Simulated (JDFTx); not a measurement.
# SrMg (Pm-3m) in JDFTx: reference runs

Reference runs on SrMg: the cell as given and a disturbed copy, then over a range of volumes.

Everything below comes from runs of JDFTx 1.7.0 (patched build). Logs are shortened: lines on timing, memory, paths and dates and some standing lists are left out, and cuts for length are marked. The log counts tension as positive stress, the text compression.

### 1 The structure

It takes space group Pm-3m (No. 221, cubic). Conventional cell: a = 3.900 Å, b = 3.900 Å, c = 3.900 Å, α = 90.00°, β = 90.00°, γ = 90.00°. Sr (site symmetry m-3m) is surrounded by 8 Mg at 3.38 Å. Around Mg (site symmetry m-3m) lie 8 Sr at 3.38 Å.

### 2 Single point, PBEsol

File SrMg.in:

```
lattice \
    7.3699318860     0.0000000000     0.0000000000 \
    0.0000000000     7.3699318860     0.0000000000 \
    0.0000000000     0.0000000000     7.3699318860
coords-type Lattice
ion Sr     0.5000000000     0.5000000000     0.5000000000 1
ion Mg     0.0000000000     0.0000000000     0.0000000000 1

ion-species pseudo/Sr.upf
ion-species pseudo/Mg.upf
elec-cutoff 42 336
elec-ex-corr gga-PBEsol
kpoint-folding 7 7 7
elec-smearing Fermi 0.0018374661
elec-n-bands 16
electronic-SCF nIterations 100 energyDiffThreshold 1e-09
electronic-minimize nIterations 30 energyDiffThreshold 1e-7
converge-empty-states yes
forces-output-coords Cartesian

dump-name run.$VAR
dump End Ecomponents EigStats BandEigs Kpoints Forces Stress
```

Potentials or basis: PseudoDojo-SR-PBEsol-0.4.1-standard with smoothed tails.

Command:

```bash
jdftx -c 1 -i SrMg.in -o SrMg.out
```

Standard output:

```text
*************** JDFTx 1.7.0 (patched build) ***************

Input parsed successfully to the following command list (including defaults):
[... the input with its defaults ...]

---------- Setting up symmetries ----------

Found 48 point-group symmetries of the bravais lattice
Found 48 space-group symmetries with basis
Applied RMS atom displacement 0 bohrs to make symmetries exact.

---------- Initializing the Grid ----------
R =
[      7.36993            0            0  ]
[            0      7.36993            0  ]
[            0            0      7.36993  ]
unit cell volume = 400.304
G =
[   0.852543          0          0  ]
[          0   0.852543          0  ]
[          0          0   0.852543  ]
Minimum fftbox size, Smin = [  64  64  64  ]
Chosen fftbox size, S = [  64  64  64  ]

---------- Initializing tighter grid for wavefunction operations ----------
R =
[      7.36993            0            0  ]
[            0      7.36993            0  ]
[            0            0      7.36993  ]
unit cell volume = 400.304
G =
[   0.852543          0          0  ]
[          0   0.852543          0  ]
[          0          0   0.852543  ]
Minimum fftbox size, Smin = [  44  44  44  ]
Chosen fftbox size, S = [  48  48  48  ]

---------- Exchange Correlation functional ----------
Initalized PBEsol GGA exchange.
Initalized PBEsol GGA correlation.

---------- Setting up pseudopotentials ----------
Width of ionic core gaussian charges (only for fluid interactions / plotting) set to 0

Reading pseudopotential file 'pseudo/Sr.upf':
  'Sr' pseudopotential, 'PBESOL' functional
  Generated using ONCVPSP code by D. R. Hamann
  10 valence electrons, 3 orbitals, 6 projectors, 1001 radial grid points, with lMax = 2
    4S    l: 0   occupation:  2.0   eigenvalue: -1.502109
    4P    l: 1   occupation:  6.0   eigenvalue: -0.838136
    5S    l: 0   occupation:  2.0   eigenvalue: -0.129954
  Core radius for overlap checks: 1.50 bohrs.

Reading pseudopotential file 'pseudo/Mg.upf':
  'Mg' pseudopotential, 'PBESOL' functional
  Generated using ONCVPSP code by D. R. Hamann
  10 valence electrons, 3 orbitals, 4 projectors, 1001 radial grid points, with lMax = 1
    2S    l: 0   occupation:  2.0   eigenvalue: -2.925002
    2P    l: 1   occupation:  6.0   eigenvalue: -1.710720
    3S    l: 0   occupation:  2.0   eigenvalue: -0.171965
  Core radius for overlap checks: 1.50 bohrs.

Initialized 2 species with 2 total atoms.

Folded 1 k-points by 7x7x7 to 343 k-points.

---------- Setting up k-points, bands, fillings ----------
Reduced to 20 k-points under symmetry.
Computing the number of bands and number of electrons
Calculating initial fillings.
nElectrons:  20.000000   nBands: 16   nStates: 20

----- Setting up reduced wavefunction bases (one per k-point) -----
average nbasis = 5205.385 , ideal nbasis = 5204.252

---------- Setting up ewald sum ----------
Optimum gaussian width for ewald sums = 2.619400 bohr.
Real space sum over 1331 unit cells with max indices [  5  5  5  ]
Reciprocal space sum over 2197 terms with max indices [  6  6  6  ]

---------- Allocating electronic variables ----------
Initializing wave functions:  linear combination of atomic orbitals
Note: number of bands (16) exceeds available atomic orbitals (10)
Sr pseudo-atom occupations:   s ( 2 2 )  p ( 6 )
Mg pseudo-atom occupations:   s ( 2 2 )  p ( 6 )
	FillingsUpdate:  mu: +0.370019002  nElectrons: 20.000000
LCAOMinimize: Iter:   0  F: -90.1190832560710504  |grad|_K:  1.496e-04  alpha:  1.000e+00
	FillingsUpdate:  mu: +0.369919555  nElectrons: 20.000000
LCAOMinimize: Iter:   1  F: -90.1191293826998674  |grad|_K:  6.539e-06  alpha:  8.060e-01  linmin: -7.123e-03  cgtest:  3.632e-02
	FillingsUpdate:  mu: +0.369920807  nElectrons: 20.000000
LCAOMinimize: Iter:   2  F: -90.1191294865447361  |grad|_K:  3.390e-07  alpha:  9.482e-01  linmin: -5.148e-04  cgtest:  5.910e-03
	FillingsUpdate:  mu: +0.369920547  nElectrons: 20.000000
LCAOMinimize: Iter:   3  F: -90.1191294867990393  |grad|_K:  2.532e-08  alpha:  8.636e-01  linmin:  1.240e-03  cgtest: -1.157e-02
LCAOMinimize: Converged (|Delta F|<1.000000e-06 for 2 iters).

-------- Electronic minimization -----------
Will mix electronic density at each iteration.
	FillingsUpdate:  mu: +0.369920547  nElectrons: 20.000000
	FillingsUpdate:  mu: +0.265323936  nElectrons: 20.000000
SCF: Cycle:  0   F: -90.269975171214853   dF: -1.508e-01   |Residual|: 2.763e-02   |deigs|: 1.337e-01
	FillingsUpdate:  mu: +0.260502449  nElectrons: 20.000000
SCF: Cycle:  1   F: -90.276747548986293   dF: -6.772e-03   |Residual|: 1.845e-02   |deigs|: 1.252e-02
	FillingsUpdate:  mu: +0.260113380  nElectrons: 20.000000
SCF: Cycle:  2   F: -90.277509076445327   dF: -7.615e-04   |Residual|: 8.821e-03   |deigs|: 6.320e-03
	FillingsUpdate:  mu: +0.260216595  nElectrons: 20.000000
SCF: Cycle:  3   F: -90.277647875038809   dF: -1.388e-04   |Residual|: 2.230e-03   |deigs|: 4.024e-03
	FillingsUpdate:  mu: +0.260237011  nElectrons: 20.000000
SCF: Cycle:  4   F: -90.277653680225058   dF: -5.805e-06   |Residual|: 5.109e-04   |deigs|: 1.141e-03
	FillingsUpdate:  mu: +0.260226477  nElectrons: 20.000000
SCF: Cycle:  5   F: -90.277654426170855   dF: -7.459e-07   |Residual|: 8.853e-05   |deigs|: 5.378e-04
	FillingsUpdate:  mu: +0.260227642  nElectrons: 20.000000
SCF: Cycle:  6   F: -90.277654582067811   dF: -1.559e-07   |Residual|: 3.244e-05   |deigs|: 6.422e-04
	FillingsUpdate:  mu: +0.260229032  nElectrons: 20.000000
SCF: Cycle:  7   F: -90.277654607256409   dF: -2.519e-08   |Residual|: 9.824e-06   |deigs|: 3.692e-04
	FillingsUpdate:  mu: +0.260229313  nElectrons: 20.000000
SCF: Cycle:  8   F: -90.277654612270524   dF: -5.014e-09   |Residual|: 4.357e-06   |deigs|: 3.662e-04
	FillingsUpdate:  mu: +0.260229758  nElectrons: 20.000000
SCF: Cycle:  9   F: -90.277654613314525   dF: -1.044e-09   |Residual|: 2.936e-06   |deigs|: 2.579e-04
	FillingsUpdate:  mu: +0.260229582  nElectrons: 20.000000
SCF: Cycle: 10   F: -90.277654613540932   dF: -2.264e-10   |Residual|: 1.354e-06   |deigs|: 2.297e-04
	FillingsUpdate:  mu: +0.260229575  nElectrons: 20.000000
SCF: Cycle: 11   F: -90.277654613607638   dF: -6.671e-11   |Residual|: 1.457e-06   |deigs|: 1.337e-04
SCF: Converged (|Delta E|<1.000000e-09 for 2 iters).

Setting wave functions to eigenvectors of Hamiltonian
Converging empty states (this may take a while):
EmptyStates: None of the convergence criteria satisfied.
|deigs|: 9.094e-04

# Stress tensor in Cartesian coordinates [Eh/a0^3]:
[ -0.000170971            0            0  ]
[            0 -0.000170971            0  ]
[            0            0 -0.000170971  ]

# Ionic positions in lattice coordinates:
ion Sr   0.500000000000000   0.500000000000000   0.500000000000000 1
ion Mg   0.000000000000000   0.000000000000000   0.000000000000000 1

# Forces in Cartesian coordinates:
force Sr  -0.000000000000000  -0.000000000000000   0.000000000000000 1
force Mg   0.000000000000000   0.000000000000000  -0.000000000000000 1

# Energy components:
   Eewald =      -49.3794719652943641
       EH =       27.9572323698437977
     Eloc =      -86.1254423969046883
      Enl =      -12.9700717185261034
      Exc =      -16.1098678592539990
 Exc_core =        3.2267157900879093
       KE =       43.1238457364738963
-------------------------------------
     Etot =      -90.2770600435735275
       TS =        0.0005945700341056
-------------------------------------
        F =      -90.2776546136076377

IonicMinimize: Iter:   0  F: -90.277654613607638  |grad|_K:  1.204e-41
IonicMinimize: Converged (|grad|_K<1.000000e-04).

#--- Lowdin population analysis ---
# oxidation-state Sr +0.638
# oxidation-state Mg +0.406

Dumping 'run.eigStats' ...
	eMin: -2.511216 at state 0 ( [ +0.000000 +0.000000 +0.000000 ] spin 0 )
	HOMO: +0.254329 at state 11 ( [ +0.142857 +0.142857 +0.285714 ] spin 0 )
	mu  : +0.260230
	LUMO: +0.260342 at state 13 ( [ +0.142857 +0.285714 +0.285714 ] spin 0 )
	eMax: +0.531970 at state 16 ( [ +0.285714 +0.285714 +0.285714 ] spin 0 )
	HOMO-LUMO gap: +0.006012
	Optical gap  : +0.013363 at state 15 ( [ +0.142857 +0.428571 +0.428571 ] spin 0 )
WARNING: the last solve of the electrons (or of bands or displaced states from it) ended unconverged.
Done!
[note: the HOMO, LUMO and gaps printed at the end count levels as full or empty at half filling, so they show a gap where a level is partly filled]
```

Wall time 27 s (1 thread of AMD EPYC 9R45 (Zen 5), shared host); peak memory 0.15 GiB.

Results:

```yaml
Free_energy: -2456.5801 eV
Pressure: 5.0 GPa
Band_gap_on_the_k_mesh: none (metal or under the smearing width)
```

Caveat: the empty levels aren't tightly converged.

### 3 Single point, PBEsol (atoms moved at random, drawn with an rms of 0.05 Å)

Edit SrMg.in of step 2 so:

```diff
@@ -5,4 +5,4 @@
 coords-type Lattice
-ion Sr     0.5000000000     0.5000000000     0.5000000000 1
-ion Mg     0.0000000000     0.0000000000     0.0000000000 1
+ion Sr     0.4941470000     0.5011300000     0.5058040000 1
+ion Mg    -0.0021260000     0.0069870000    -0.0150110000 1
```

Potentials or basis: PseudoDojo-SR-PBEsol-0.4.1-standard with smoothed tails.

Command:

```bash
jdftx -c 1 -i SrMg.in -o SrMg.out
```

Wall time 3.4 min (1 thread of AMD EPYC 9R45 (Zen 5), shared host); peak memory 0.64 GiB.

The run converged. Its results:

- Free energy: -2456.5685 eV
- Pressure: 5.1 GPa
- Largest force: 0.270 eV/Å
- Band gap on the k mesh: none (metal or under the smearing width)

Forces on the atoms (eV/Å):
```
Sr   0.046  0.073 -0.256
Mg  -0.046 -0.073  0.256
```

Stress tensor (GPa, compression positive):
```
 5.11  0.01 -0.02
 0.01  5.11 -0.04
-0.02 -0.04  5.02
```

Levels at points of the mesh, in eV from the Fermi level:
| k point | band 8 | band 9 | band 10 | band 11 | band 12 | band 13 |
| --- | --- | --- | --- | --- | --- | --- |
| (0.00, 0.00, 0.00) | -17.37 | -5.22 | 0.68 | 0.68 | 4.47 | 4.47 |

Caveat: the empty levels aren't tightly converged.

### 4 Equation of state, PBEsol, 27.88 Å³/atom (volume scaled by 0.94)

File SrMg.in:

```
lattice \
    7.2194828978     0.0000000000     0.0000000000 \
    0.0000000000     7.2194828978     0.0000000000 \
    0.0000000000     0.0000000000     7.2194828978
coords-type Lattice
ion Sr     0.5000000000     0.5000000000     0.5000000000 1
ion Mg     0.0000000000     0.0000000000     0.0000000000 1

ion-species pseudo/Sr.upf
ion-species pseudo/Mg.upf
elec-cutoff 42 336
elec-ex-corr gga-PBEsol
kpoint-folding 7 7 7
elec-smearing Fermi 0.0018374661
elec-n-bands 16
electronic-SCF nIterations 100 energyDiffThreshold 1e-09
electronic-minimize nIterations 30 energyDiffThreshold 1e-7
forces-output-coords Cartesian

dump-name run.$VAR
dump End Ecomponents EigStats BandEigs Kpoints Forces Stress ElecDensity Dtot KEdensity
```

Command:

```bash
jdftx -c 1 -i SrMg.in -o SrMg.out
```

Wall time 22 s (1 thread of AMD EPYC 9R45 (Zen 5), shared host); peak memory 0.13 GiB.

Results (log left out):

```
Free energy            : -2456.4416 eV
Pressure               : 7.5 GPa
Band gap on the k mesh : none (metal or under the smearing width)
```

### 5 Equation of state, PBEsol, 28.47 Å³/atom (volume scaled by 0.96)

Edit SrMg.in of step 4 so:

```diff
@@ -1,5 +1,5 @@
 lattice \
-    7.2194828978     0.0000000000     0.0000000000 \
-    0.0000000000     7.2194828978     0.0000000000 \
-    0.0000000000     0.0000000000     7.2194828978
+    7.2703260018     0.0000000000     0.0000000000 \
+    0.0000000000     7.2703260018     0.0000000000 \
+    0.0000000000     0.0000000000     7.2703260018
 coords-type Lattice
@@ -20,2 +20,2 @@
 dump-name run.$VAR
-dump End Ecomponents EigStats BandEigs Kpoints Forces Stress ElecDensity Dtot KEdensity
+dump End Ecomponents EigStats BandEigs Kpoints Forces Stress
```

Command:

```bash
jdftx -c 1 -i SrMg.in -o SrMg.out
```

Run time: 23 s. Hardware: 1 thread of AMD EPYC 9R45 (Zen 5), shared host; peak memory 0.14 GiB.

Results (log left out):

* Free energy: -2456.4940 eV
* Pressure: 6.6 GPa
* Band gap on the k mesh: none (metal or under the smearing width)

### 6 Equation of state, PBEsol, 29.07 Å³/atom (volume scaled by 0.98)

Edit SrMg.in of step 5 so:

```diff
@@ -1,5 +1,5 @@
 lattice \
-    7.2703260018     0.0000000000     0.0000000000 \
-    0.0000000000     7.2703260018     0.0000000000 \
-    0.0000000000     0.0000000000     7.2703260018
+    7.3204677656     0.0000000000     0.0000000000 \
+    0.0000000000     7.3204677656     0.0000000000 \
+    0.0000000000     0.0000000000     7.3204677656
 coords-type Lattice
```

Potentials or basis: PseudoDojo-SR-PBEsol-0.4.1-standard with smoothed tails.

Command:

```bash
jdftx -c 1 -i SrMg.in -o SrMg.out
```

Run time: 22 s. Hardware: 1 thread of AMD EPYC 9R45 (Zen 5), shared host; peak memory 0.15 GiB.

It converged, with:

| Property | Result |
| --- | --- |
| Free energy | -2456.5400 eV |
| Pressure | 5.8 GPa |
| Band gap on the k mesh | none (metal or under the smearing width) |

### 7 Equation of state, PBEsol, 29.66 Å³/atom

Edit SrMg.in of step 6 so:

```diff
@@ -1,5 +1,5 @@
 lattice \
-    7.3204677656     0.0000000000     0.0000000000 \
-    0.0000000000     7.3204677656     0.0000000000 \
-    0.0000000000     0.0000000000     7.3204677656
+    7.3699318860     0.0000000000     0.0000000000 \
+    0.0000000000     7.3699318860     0.0000000000 \
+    0.0000000000     0.0000000000     7.3699318860
 coords-type Lattice
```

Command:

```bash
jdftx -c 1 -i SrMg.in -o SrMg.out
```

Run time: 24 s. Hardware: 1 thread of AMD EPYC 9R45 (Zen 5), shared host; peak memory 0.15 GiB.

Results (log left out):

```
Free energy            : -2456.5801 eV
Pressure               : 5.0 GPa
Band gap on the k mesh : none (metal or under the smearing width)
```

### 8 Equation of state, PBEsol, 30.25 Å³/atom (volume scaled by 1.02)

Edit SrMg.in of step 7 so:

```diff
@@ -1,5 +1,5 @@
 lattice \
-    7.3699318860     0.0000000000     0.0000000000 \
-    0.0000000000     7.3699318860     0.0000000000 \
-    0.0000000000     0.0000000000     7.3699318860
+    7.4187408044     0.0000000000     0.0000000000 \
+    0.0000000000     7.4187408044     0.0000000000 \
+    0.0000000000     0.0000000000     7.4187408044
 coords-type Lattice
```

Command:

```bash
jdftx -c 1 -i SrMg.in -o SrMg.out
```

It took 23 s on 1 thread of AMD EPYC 9R45 (Zen 5), shared host; peak memory 0.15 GiB.

Results (log left out):

```yaml
Free_energy: -2456.6148 eV
Pressure: 4.3 GPa
Band_gap_on_the_k_mesh: none (metal or under the smearing width)
```

### 9 Equation of state, PBEsol, 30.85 Å³/atom (volume scaled by 1.04)

Edit SrMg.in of step 8 so:

```diff
@@ -1,5 +1,5 @@
 lattice \
-    7.4187408044     0.0000000000     0.0000000000 \
-    0.0000000000     7.4187408044     0.0000000000 \
-    0.0000000000     0.0000000000     7.4187408044
+    7.4669157959     0.0000000000     0.0000000000 \
+    0.0000000000     7.4669157959     0.0000000000 \
+    0.0000000000     0.0000000000     7.4669157959
 coords-type Lattice
```

Potentials or basis: PseudoDojo-SR-PBEsol-0.4.1-standard with smoothed tails.

Command:

```bash
jdftx -c 1 -i SrMg.in -o SrMg.out
```

Run time: 23 s. Hardware: 1 thread of AMD EPYC 9R45 (Zen 5), shared host; peak memory 0.15 GiB.

It converged, with:

```yaml
Free_energy: -2456.6445 eV
Pressure: 3.7 GPa
Band_gap_on_the_k_mesh: none (metal or under the smearing width)
```

### 10 Equation of state, PBEsol, 31.44 Å³/atom (volume scaled by 1.06)

Edit SrMg.in of step 9 so:

```diff
@@ -1,5 +1,5 @@
 lattice \
-    7.4669157959     0.0000000000     0.0000000000 \
-    0.0000000000     7.4669157959     0.0000000000 \
-    0.0000000000     0.0000000000     7.4669157959
+    7.5144770513     0.0000000000     0.0000000000 \
+    0.0000000000     7.5144770513     0.0000000000 \
+    0.0000000000     0.0000000000     7.5144770513
 coords-type Lattice
```

Command:

```bash
jdftx -c 1 -i SrMg.in -o SrMg.out
```

It took 23 s on 1 thread of AMD EPYC 9R45 (Zen 5), shared host; peak memory 0.15 GiB.

It converged, with:

```
Free energy            : -2456.6695 eV
Pressure               : 3.1 GPa
Band gap on the k mesh : none (metal or under the smearing width)
```
